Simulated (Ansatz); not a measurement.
**WS: energy against volume**

The task, for WS: follow energy and moments against volume.

Method: DFT PBEsol, scalar-relativistic, plane waves, PAW, in Ansatz 0.2.0.

## 1. The system as given

Symmetry: F-43m, No. 216, cubic system. Conventional cell: a = 5.280 Å, b = 5.280 Å, c = 5.280 Å, α = 90.00°, β = 90.00°, γ = 90.00°. Around W (site symmetry -43m) lie 4 S at 2.29 Å. S (site symmetry -43m) is surrounded by 4 W at 2.29 Å.

Coordinates:

```xyz
2
Lattice="0.0000 2.6399 2.6399 2.6399 0.0000 2.6399 2.6399 2.6399 0.0000" Properties=species:S:1:pos:R:3 pbc="T T T"
W     0.0000    0.0000    0.0000
S     1.3199    1.3199    1.3199
```

It is the result of an earlier relaxation at this level (volume 18.40 Å³/atom; gap on the mesh: none (metal)).

This is a hypothetical structure, made by putting the elements on a prototype's sites.

## 2. V/V0 = 1.06, start: large parallel starting moments

The input, input.yaml:

```yaml
crystal:
  lattice:
    - [0.0, 2.6916283066, 2.6916283066]
    - [2.6916283066, 0.0, 2.6916283066]
    - [2.6916283066, 2.6916283066, 0.0]
  atoms:
    - { symbol: W, position: [0.0, 0.0, 0.0], spin: 2.5 }
    - { symbol: S, position: [0.25, 0.25, 0.25] }
basis:
  ecutwfc: 420
kpoints:
  mp_grid: { grid: [14, 14, 14] }
hamiltonian:
  xc: pbesol
scf:
  occupations: { method: gaussian, width: 0.1 }
  lower_state_search: "off"
output:
  forces: true
  stress: true
  eigenvalues: true
  populations: true
magnetization:
  spin_polarized: true
```

On the command line:

```bash
ansatz run input.yaml --threads 1 --pin off --max-ram 2560MiB --backend cpu --events-out ev --progress --plain --runs-dir out
```

Output (excerpt; [...] marks lines left out):

```text
Warning: RAYON_NUM_THREADS=1 ignored (pool sized by the plan → 1); use --threads N
[...]
Pseudopotentials: kind: paw
Pseudopotential: W, paw, valence charge 14, recommended cutoff 420 eV (normal), W.paw.azcp
Pseudopotential: S, paw, valence charge 6, recommended cutoff 420 eV (normal), S.paw.azcp
Functional definition: PBEsol
[...]
Crystal: 2 atoms, lattice volume = 39.001 Å³
Basis set: ecut = 420 eV, 749 PW (Γ), exchange–correlation on 54×54×54 points (8 copies of the dense FFT grid, shifted against one another)
Bands: 16, of which v1, the nominal top of the filled ones, is band 10 counted from 1 (9 counted from 0)
Symmetry: 24 space group operations
Space group: F-43m (ITA 216), of the structure as read, at distance tolerance 3.4e-5 Å
Magnetic group: BNS 216.74 (UNI 1576), of the structure as read, at distance tolerance 3.4e-5 Å
k-points: 104 of 2744 (time reversal used)
[...]
Starting moments: Σ|m| = 2.5 μB on 1 of 2 sites
[...]
SCF iter   1: F=—  HF=-11140.284068 eV  |F-HF|=—  |Δ(HF+E_count)|=         —  Δρ=6.35e-2 (↑6.35e-2 ↓5.91e-2)  dr2=5.08e-1  dr2_m=1.19e0  M=1.241 μB ∫|m|=1.286 μB  β_m=0.30  ethr=2.52e-3  ⟨swp⟩=1.0  Hψ=23464  notcnv=0
[...]
spin=Collinear: Kerker preconditioning applied to the charge; magnetization (m = ρ↑ − ρ↓) channel mixes plain (no charge-response kernel on spin).
[...]
spin-set hold released at iteration 8 (site moments contracting): the magnetisation degrees of freedom join the quasi-Newton model from the next iteration; the mixer history was flushed
[...]
SCF iter  16: F=-11140.568830 eV  HF=-11140.568830 eV  |F-HF|=1.64e-11  |Δ(HF+E_count)|=   1.44e-9  Δρ=2.80e-7 (↑2.80e-7 ↓1.97e-7)  dr2=1.21e-10  dr2_m=3.84e-12  M=-0.000 μB ∫|m|=0.000 μB  ethr=9.11e-12  ⟨swp⟩=1.2  Hψ=9104  notcnv=0
WARN: the starting moments were not kept: the SCF closed with an absolute magnetisation of 2.4e-6 μB, where they sum to 2.5 μB in size (1 site). That is at most 0.1 of that sum. Measured as dr2_m measures the in/out step, that magnetisation stands 6.5e-13 eV from none, at or under the [...]
SCF converged after 16 iterations
Magnetization: -0.0000 μB (10.0000 up, 10.0000 down)
Absolute magnetization: 0.0000 μB (∫|ρ↑−ρ↓|, with the PAW one-centre terms)
Spin contamination: 0.0000 ħ² per cell (⟨S²⟩ above its minimum at these occupations)
Per-site moments (μB) at R_I (Å): [(-5.318265055189019e-7, 0.9615451275626171), (5.316224857951682e-7, 0.9615451275626171)]
Free energy (F): -11140.568830 eV
[...]
E sigma→0 (E₀):  -11140.563045 eV
Entropy (-TS):   -0.011570 eV (-5.785 meV/atom)
Fermi energy:    12.542729 eV
[...]
--- Forces (eV/Å), atoms counted from 1 ---
  atom   1  W     -0.00000000     0.00000000    -0.00000000
  atom   2  S     -0.00000000     0.00000000     0.00000000
[...]
--- Stress (GPa, compression-positive) ---
       -8.821586      -0.000000      -0.000000
       -0.000000      -8.821586      -0.000000
        0.000000      -0.000000      -8.821586
  P = ⅓ Tr σ = -8.8216 GPa (-88.216 kbar)
--- Band table (eV; the first three rows and the last of 208) ---
  k-point 0 ↑: bands = ["-61.4496", "-25.7514", "-25.7514", "-25.7514", "-3.0137", "6.5870", "6.5870", "6.5870", "11.8772", "11.8772", "13.0743", "17.1716", "17.1716", "17.1716", "20.2613", "20.2613"]
[...]
--- Löwdin populations: 2 sites ---
  site symbol       q [e]    m [muB]
     0      W     13.8457    -0.0000
     1      S      5.8828     0.0000
  spilling = 0.013575 (of n_electrons = 20.000000)
```

Wall time 34 s (1 thread of Intel Xeon at 2.70GHz, shared host); peak memory 0.45 GiB.

Result: -5570.2815 eV/atom at zero smearing, pressure -8.82 GPa and no gap on the mesh. The moments have vanished. The log warns that the starting moments were lost.

## 3. V/V0 = 1.12, start: large parallel starting moments

Edit input.yaml of step 2 so:

```diff
@@ -2,5 +2,5 @@
   lattice:
-    - [0.0, 2.6916283066, 2.6916283066]
-    - [2.6916283066, 0.0, 2.6916283066]
-    - [2.6916283066, 2.6916283066, 0.0]
+    - [0.0, 2.7414845712, 2.7414845712]
+    - [2.7414845712, 0.0, 2.7414845712]
+    - [2.7414845712, 2.7414845712, 0.0]
   atoms:
```

On the command line:

```bash
ansatz run input.yaml --threads 1 --pin off --max-ram 2560MiB --backend cpu --events-out ev --progress --plain --runs-dir out
```

Output (excerpt; [...] marks lines left out):

```text
Warning: RAYON_NUM_THREADS=1 ignored (pool sized by the plan → 1); use --threads N
[...]
[... 4 set-up lines as earlier in the session ...]
[...]
Crystal: 2 atoms, lattice volume = 41.209 Å³
Basis set: ecut = 420 eV, 821 PW (Γ), exchange–correlation on 54×54×54 points (8 copies of the dense FFT grid, shifted against one another)
Bands: 16, of which v1, the nominal top of the filled ones, is band 10 counted from 1 (9 counted from 0)
[... 1 set-up line as earlier in the session ...]
Space group: F-43m (ITA 216), of the structure as read, at distance tolerance 3.5e-5 Å
Magnetic group: BNS 216.74 (UNI 1576), of the structure as read, at distance tolerance 3.5e-5 Å
k-points: 104 of 2744 (time reversal used)
[...]
Starting moments: Σ|m| = 2.5 μB on 1 of 2 sites
[...]
WARN: the starting moments were not kept: the SCF closed with an absolute magnetisation of 3.5e-5 μB, where they sum to 2.5 μB in size (1 site). That is at most 0.1 of that sum. Measured as dr2_m measures the in/out step, that magnetisation stands 2.4e-10 eV from none, at or under the [...]
Spin contamination: 0.0000 ħ² per cell (⟨S²⟩ above its minimum at these occupations)
Per-site moments (μB) at R_I (Å): [(-1.9456801305001845e-5, 0.979355554131194), (1.058103385155441e-6, 0.979355554131194)]
Free energy (F): -11140.401214 eV
[...]
E sigma→0 (E₀):  -11140.394721 eV
Entropy (-TS):   -0.012985 eV (-6.492 meV/atom)
Fermi energy:    11.670980 eV
[...]
--- Forces (eV/Å), atoms counted from 1 ---
  atom   1  W     -0.00000000     0.00000000    -0.00000000
  atom   2  S     -0.00000000     0.00000000     0.00000000
[...]
--- Stress (GPa, compression-positive) ---
      -15.153137      -0.000000       0.000000
        0.000000     -15.153137      -0.000000
        0.000000      -0.000000     -15.153137
  P = ⅓ Tr σ = -15.1531 GPa (-151.531 kbar)
--- Band table (eV; the first three rows and the last of 208) ---
  k-point 0 ↑: bands = ["-62.4090", "-26.6814", "-26.6814", "-26.6814", "-3.6136", "5.9507", "5.9507", "5.9507", "11.0742", "11.0742", "12.0239", "16.0321", "16.0321", "16.0321", "19.0405", "19.0405"]
[...]
--- Löwdin populations: 2 sites ---
  site symbol       q [e]    m [muB]
     0      W     13.7991    -0.0000
     1      S      5.9369     0.0000
  spilling = 0.013201 (of n_electrons = 20.000000)
```

Run time: 21 s. Hardware: 1 thread of Intel Xeon at 2.70GHz, shared host; peak memory 0.45 GiB.

Result: -5570.1974 eV/atom at zero smearing, pressure -15.15 GPa and no gap on the mesh. The moments have vanished. The log warns that the starting moments were lost.

## 4. V/V0 = 1.2, start: large parallel starting moments

Edit input.yaml of step 3 so:

```diff
@@ -2,5 +2,5 @@
   lattice:
-    - [0.0, 2.7414845712, 2.7414845712]
-    - [2.7414845712, 0.0, 2.7414845712]
-    - [2.7414845712, 2.7414845712, 0.0]
+    - [0.0, 2.8052627646, 2.8052627646]
+    - [2.8052627646, 0.0, 2.8052627646]
+    - [2.8052627646, 2.8052627646, 0.0]
   atoms:
```

On the command line:

```bash
ansatz run input.yaml --threads 1 --pin off --max-ram 2560MiB --backend cpu --events-out ev --progress --plain --runs-dir out
```

Output (excerpt; [...] marks lines left out):

```text
Warning: RAYON_NUM_THREADS=1 ignored (pool sized by the plan → 1); use --threads N
[...]
[... 4 set-up lines as earlier in the session ...]
[...]
Crystal: 2 atoms, lattice volume = 44.152 Å³
Basis set: ecut = 420 eV, 869 PW (Γ), exchange–correlation on 54×54×54 points (8 copies of the dense FFT grid, shifted against one another)
Bands: 16, of which v1, the nominal top of the filled ones, is band 10 counted from 1 (9 counted from 0)
[... 2 set-up lines as earlier in the session ...]
Magnetic group: BNS 216.74 (UNI 1576), of the structure as read, at distance tolerance 3.5e-5 Å
k-points: 104 of 2744 (time reversal used)
[...]
Starting moments: Σ|m| = 2.5 μB on 1 of 2 sites
[...]
WARN: the starting moments were not kept: the SCF closed with an absolute magnetisation of 1.9e-4 μB, where they sum to 2.5 μB in size (1 site). That is at most 0.1 of that sum. Measured as dr2_m measures the in/out step, that magnetisation stands 7.9e-9 eV from none, at or under the [...]
Spin contamination: 0.0000 ħ² per cell (⟨S²⟩ above its minimum at these occupations)
Per-site moments (μB) at R_I (Å): [(-0.00011426431871614485, 1.0021393876040936), (9.5236798731655e-7, 1.0021393876040936)]
Free energy (F): -11140.066742 eV
[...]
E sigma→0 (E₀):  -11140.059295 eV
Entropy (-TS):   -0.014894 eV (-7.447 meV/atom)
Fermi energy:    10.635424 eV
[...]
--- Forces (eV/Å), atoms counted from 1 ---
  atom   1  W     -0.00000000     0.00000000    -0.00000000
  atom   2  S     -0.00000000     0.00000000    -0.00000000
[...]
--- Stress (GPa, compression-positive) ---
      -20.811420       0.000000       0.000000
        0.000000     -20.811420      -0.000000
        0.000000      -0.000000     -20.811420
  P = ⅓ Tr σ = -20.8114 GPa (-208.114 kbar)
--- Band table (eV; the first three rows and the last of 208) ---
  k-point 0 ↑: bands = ["-63.5462", "-27.7872", "-27.7872", "-27.7872", "-4.3215", "5.2010", "5.2010", "5.2010", "10.1147", "10.1147", "10.7732", "14.6466", "14.6466", "14.6466", "17.6392", "17.6392"]
[...]
--- Löwdin populations: 2 sites ---
  site symbol       q [e]    m [muB]
     0      W     13.7445    -0.0002
     1      S      6.0017     0.0000
  spilling = 0.012693 (of n_electrons = 20.000000)
```

Run time: 45 s. Hardware: 1 thread of Intel Xeon at 2.70GHz, shared host; peak memory 0.45 GiB.

This run gives -5570.0296 eV/atom at zero smearing, pressure -20.81 GPa and no gap on the mesh. The moments have vanished. The log warns that the starting moments were lost.

## 5. V/V0 = 1.3, start: large parallel starting moments

Edit input.yaml of step 4 so:

```diff
@@ -2,5 +2,5 @@
   lattice:
-    - [0.0, 2.8052627646, 2.8052627646]
-    - [2.8052627646, 0.0, 2.8052627646]
-    - [2.8052627646, 2.8052627646, 0.0]
+    - [0.0, 2.8811171389, 2.8811171389]
+    - [2.8811171389, 0.0, 2.8811171389]
+    - [2.8811171389, 2.8811171389, 0.0]
   atoms:
```

On the command line:

```bash
ansatz run input.yaml --threads 1 --pin off --max-ram 2560MiB --backend cpu --events-out ev --progress --plain --runs-dir out
```

Output:

```text
Warning: RAYON_NUM_THREADS=1 ignored (pool sized by the plan → 1); use --threads N
Engine: ansatz 0.2.0, x86_64-unknown-linux-gnu
[... 4 set-up lines as earlier in the session ...]
  exchange = pbesol_x
  correlation = pbesol_c
Crystal: 2 atoms, lattice volume = 47.831 Å³
Basis set: ecut = 420 eV, 941 PW (Γ), exchange–correlation on 60×60×60 points (8 copies of the dense FFT grid, shifted against one another)
Bands: 16, of which v1, the nominal top of the filled ones, is band 10 counted from 1 (9 counted from 0)
[... 1 set-up line as earlier in the session ...]
Space group: F-43m (ITA 216), of the structure as read, at distance tolerance 3.6e-5 Å
Magnetic group: BNS 216.74 (UNI 1576), of the structure as read, at distance tolerance 3.6e-5 Å
k-points: 104 of 2744 (time reversal used)
Non-local potential: W, projectors of the file, l = 0: 3, l = 1: 2, l = 2: 2, l = 3: 1
Non-local potential: S, projectors of the file, l = 0: 2, l = 1: 2, l = 2: 2
PAW form: soft (Blöchl's): semilocal exchange-correlation on the pseudo side does not see the compensation charge
PAW frozen core: W, regenerated for the run's functional, and the local potential with it (the file was generated under x = pbe(κ = 0.804, μ = 0.2195149727645171), c = pbe(β = 0.06672455060314922))
PAW frozen core: S, regenerated for the run's functional, and the local potential with it (the file was generated under x = pbe(κ = 0.804, μ = 0.2195149727645171), c = pbe(β = 0.06672455060314922))
PAW one-centre angular grid: W, 590 points (default); XC on 64 Gauss nodes
PAW one-centre angular grid: S, 110 points (default); XC on 64 Gauss nodes
Initial density: superposition of atomic densities (chi_scale 0.1, normalization cell)
Starting moments: Σ|m| = 2.5 μB on 1 of 2 sites
Initial wavefunctions: pseudopotential atomic-orbital guess
Functional: x = pbesol(κ = 0.804, μ = 0.12345679012345678), c = pbesol(β = 0.046)
iter 1 solved again at ethr=2.17e-3 eV; its pass at ethr=3.10e-3 eV (dr2=4.33e-1 eV) is discarded
SCF iter   1: F=—  HF=-11139.352878 eV  |F-HF|=—  |Δ(HF+E_count)|=         —  Δρ=5.46e-2 (↑5.46e-2 ↓4.82e-2)  dr2=4.35e-1  dr2_m=1.03e0  M=1.515 μB ∫|m|=1.577 μB  β_m=0.30  ethr=2.17e-3  ⟨swp⟩=1.0  Hψ=23327  notcnv=0
preconditioner: auto → Kerker (q_TF=auto, 2.359 Å⁻¹)  [metal: Δε(μ)=0.019 eV  Ē_g=9.028 eV  σ=0.100 eV  W_gap=0.10  n_scr=14 (ndim 8)  ℏωp=18.6 eV  f_vac=0.000  D(μ)=1.92/eV (n_scr^D=14)]
spin=Collinear: Kerker preconditioning applied to the charge; magnetization (m = ρ↑ − ρ↓) channel mixes plain (no charge-response kernel on spin).
SCF iter   2: F=—  HF=-11139.451963 eV  |F-HF|=—  |Δ(HF+E_count)|=   9.91e-2  Δρ=3.88e-2 (↑3.88e-2 ↓3.55e-2)  dr2=2.25e-1  dr2_m=5.33e-1  M=1.485 μB ∫|m|=1.549 μB  β_m=0.30  ethr=2.17e-3  ⟨swp⟩=1.5  Hψ=3866  notcnv=0
SCF iter   3: F=—  HF=-11139.486303 eV  |F-HF|=—  |Δ(HF+E_count)|=   3.43e-2  Δρ=2.65e-2 (↑2.36e-2 ↓2.65e-2)  dr2=2.78e-2  dr2_m=2.71e-1  M=1.451 μB ∫|m|=1.522 μB  β_m=0.30  ethr=1.13e-3  ⟨swp⟩=2.8  Hψ=5579  notcnv=0
SCF iter   4: F=—  HF=-11139.522189 eV  |F-HF|=—  |Δ(HF+E_count)|=   3.59e-2  Δρ=1.82e-2 (↑1.82e-2 ↓1.81e-2)  dr2=1.75e-3  dr2_m=1.44e-1  M=1.435 μB ∫|m|=1.503 μB  β_m=0.30  ethr=1.39e-4  ⟨swp⟩=2.0  Hψ=6132  notcnv=0  defer=2
SCF iter   5: F=—  HF=-11139.544890 eV  |F-HF|=—  |Δ(HF+E_count)|=   2.27e-2  Δρ=1.33e-2 (↑1.33e-2 ↓1.32e-2)  dr2=9.78e-4  dr2_m=7.68e-2  M=1.417 μB ∫|m|=1.485 μB  β_m=0.30  ethr=8.75e-6  ⟨swp⟩=2.0  Hψ=4930  notcnv=0  defer=2
SCF iter   6: F=—  HF=-11139.557511 eV  |F-HF|=—  |Δ(HF+E_count)|=   1.26e-2  Δρ=9.70e-3 (↑9.70e-3 ↓9.66e-3)  dr2=5.70e-5  dr2_m=4.11e-2  M=1.403 μB ∫|m|=1.470 μB  β_m=0.30  ethr=4.89e-6  ⟨swp⟩=2.0  Hψ=4931  notcnv=0  defer=2
SCF iter   7: F=—  HF=-11139.564345 eV  |F-HF|=—  |Δ(HF+E_count)|=   6.83e-3  Δρ=7.17e-3 (↑7.17e-3 ↓7.03e-3)  dr2=2.29e-5  dr2_m=2.21e-2  M=1.391 μB ∫|m|=1.458 μB  β_m=0.30  ethr=2.85e-7  ⟨swp⟩=2.1  Hψ=5217  notcnv=0  defer=2
Mixer restart at iter 7: flushing history
spin-set hold released at iteration 7 (site moments contracting): the magnetisation degrees of freedom join the quasi-Newton model from the next iteration; the mixer history was flushed
SCF iter   8: F=—  HF=-11139.568138 eV  |F-HF|=—  |Δ(HF+E_count)|=   3.79e-3  Δρ=5.28e-3 (↑5.28e-3 ↓5.16e-3)  dr2=1.54e-5  dr2_m=1.19e-2  M=1.382 μB ∫|m|=1.448 μB  β_m=0.65  ethr=1.14e-7  ⟨swp⟩=2.1  Hψ=5211  notcnv=0  defer=5
SCF iter   9: F=—  HF=-11139.573050 eV  |F-HF|=—  |Δ(HF+E_count)|=   4.91e-3  Δρ=3.12e-4 (↑3.12e-4 ↓2.96e-4)  dr2=1.48e-6  dr2_m=4.01e-5  M=1.353 μB ∫|m|=1.415 μB  β_m=0.82  ethr=7.69e-8  ⟨swp⟩=3.0  Hψ=7071  notcnv=0  defer=5
SCF iter  10: F=—  HF=-11139.573117 eV  |F-HF|=—  |Δ(HF+E_count)|=   6.66e-5  Δρ=1.40e-4 (↑1.40e-4 ↓1.36e-4)  dr2=5.44e-7  dr2_m=8.21e-6  M=1.349 μB ∫|m|=1.409 μB  β_m=0.91  ethr=7.40e-9  ⟨swp⟩=3.2  Hψ=6001  notcnv=0  defer=16
SCF iter  11: F=—  HF=-11139.573134 eV  |F-HF|=—  |Δ(HF+E_count)|=   1.76e-5  Δρ=2.28e-5 (↑1.92e-5 ↓2.28e-5)  dr2=7.22e-8  dr2_m=1.84e-7  M=1.345 μB ∫|m|=1.404 μB  β_m=0.96  ethr=5.00e-10  ⟨swp⟩=7.4  Hψ=18611  notcnv=0
iter 12 did not close the SCF: its close was put off for a magnetic moment that had not settled (scf_convergence_deferred on its scf_iter line)
SCF iter  12: F=-11139.573135 eV  HF=-11139.573135 eV  |F-HF|=4.03e-9  |Δ(HF+E_count)|=   4.13e-7  Δρ=3.12e-6 (↑2.40e-6 ↓3.12e-6)  dr2=1.44e-8  dr2_m=1.49e-9  M=1.344 μB ∫|m|=1.403 μB  β_m=0.98  ethr=3.61e-10  ⟨swp⟩=4.5  Hψ=11890  notcnv=0
SCF iter  13: F=-11139.573135 eV  HF=-11139.573135 eV  |F-HF|=1.84e-9  |Δ(HF+E_count)|=   1.35e-9  Δρ=1.29e-6 (↑8.69e-7 ↓1.29e-6)  dr2=3.82e-9  dr2_m=1.09e-10  M=1.344 μB ∫|m|=1.403 μB  ethr=7.22e-11  ⟨swp⟩=1.7  Hψ=9645  notcnv=0
SCF 1 converged in 13 iterations: F = -11139.573135 eV  dr2 = 3.82e-9
SCF converged after 13 iterations
Magnetization: 1.3439 μB (10.6720 up, 9.3280 down)
Absolute magnetization: 1.4036 μB (∫|ρ↑−ρ↓|, with the PAW one-centre terms)
Spin contamination: 0.0098 ħ² per cell (⟨S²⟩ above its minimum at these occupations)
Per-site moments (μB) at R_I (Å): [(0.8502779732383686, 1.0292372613460323), (-0.010089986505971696, 1.0292372613460323)]
Free energy (F): -11139.573135 eV
Harris-Foulkes:  -11139.573135 eV  (|F-HF|=1.84e-9)
Internal energy: -11139.562064 eV  (E = F + TS)
E sigma→0 (E₀):  -11139.567600 eV
Entropy (-TS):   -0.011070 eV (-5.535 meV/atom)
Fermi energy:    9.521446 eV
--- Per-component energies (eV) ---
  E_band       = -251.029882
  E_kinetic    = 550.281482
  E_local      = -1316.099067  (includes V_loc(G=0)·N_el)
  E_nonlocal   = 33.389280
  E_hartree    = 466.898236
  E_xc         = -355.999163
  E_vxc        = -319.174485  (∫ρ·V_xc dr)
  E_paw        = -9020.917668  (= ΣΔE_a)
  E_vpaw       = -133.224333  (= ΣTr[D̂ρ^β])
  E_aug_tail   = -0.000065  (compensation charges beyond the density's cutoff)
  E_ewald      = -1497.398841
  E_core_change = 0.283741  (= ΣΔE_core)
  E_smearing   = -0.011070  (= −TS)
  E_closure    = 0.000000  (closes the sum)
  Σ components = -11139.573135   (vs F -11139.573135, Δ=0.00e0)
--- Forces (eV/Å), atoms counted from 1 ---
  atom   1  W     -0.00000000     0.00000000     0.00000000
  atom   2  S     -0.00000000     0.00000000    -0.00000000
  max |Σ_I F_I| component: 2.04e-16 eV/Å
--- Stress (GPa, compression-positive) ---
      -22.874599      -0.000000       0.000000
       -0.000000     -22.874599      -0.000000
        0.000000      -0.000000     -22.874599
  P = ⅓ Tr σ = -22.8746 GPa (-228.746 kbar)
--- Band table (eV; the first three rows and the last of 208) ---
  k-point 0 ↑: bands = ["-64.9796", "-29.2733", "-29.2733", "-29.2733", "-5.1199", "4.2843", "4.2843", "4.2843", "8.5991", "8.5991", "9.2564", "12.9478", "12.9478", "12.9478", "15.9648", "15.9648"]
  k-point 1 ↑: bands = ["-64.9796", "-29.2747", "-29.2735", "-29.2735", "-5.0904", "4.2031", "4.3031", "4.3031", "8.5814", "8.5814", "9.4430", "12.7628", "12.9216", "12.9216", "15.7218", "16.0114"]
  k-point 2 ↑: bands = ["-64.9795", "-29.2786", "-29.2741", "-29.2741", "-5.0069", "4.0056", "4.3547", "4.3547", "8.5466", "8.5466", "9.9354", "12.2353", "12.8070", "12.8070", "15.2480", "16.1713"]
  k-point 103 ↓: bands = ["-64.5075", "-28.6621", "-28.6539", "-28.6488", "-4.2593", "3.9126", "4.4049", "5.2848", "8.1541", "9.1681", "10.3365", "10.9133", "11.9737", "15.4246", "15.9667", "16.9735"]
--- Löwdin populations: 2 sites ---
  site symbol       q [e]    m [muB]
     0      W     13.6481     1.3483
     1      S      6.1050    -0.0477
  spilling = 0.012344 (of n_electrons = 20.000000)
```

It took 21 s on 1 thread of Intel Xeon at 2.70GHz, shared host; peak memory 0.47 GiB.

This run gives -5569.7838 eV/atom at zero smearing, pressure -22.87 GPa and no gap on the mesh. Site moments in spheres: W +0.85 μB; cell moment 1.34 μB.

## 6. The sweep of the volume side by side

The cell is scaled evenly at fixed fractional positions; V0 is the volume of the base cell. Start: large parallel starting moments. Site moments are spin moments in atom-centred spheres that scale with the neighbour distance.

```csv
V/V0,energy above the lowest (meV/atom),pressure (GPa),cell moment (μB),site moments (μB)
1.06,0.00,-8.8,0.00,none over 0.05
1.12,84.2,-15.2,0.00,none over 0.05
1.20,252,-20.8,0.00,none over 0.05
1.30,498,-22.9,1.34,W +0.85
```

## 7. Outcome

| quantity | value |
| --- | --- |
| lowest point, start “large parallel starting moments” | V/V0 = 1.06 |

For the start “large parallel starting moments” the lowest point lies at V/V0 = 1.06, the smallest volume tried; all points are expanded cells, and the minimum lies below them. The moments vanish at V/V0 = 1.20 and below and stand from 1.30 up, reaching 0.85 μB: expansion narrows the bands and favours magnetism. Spin-orbit coupling is left out for W.
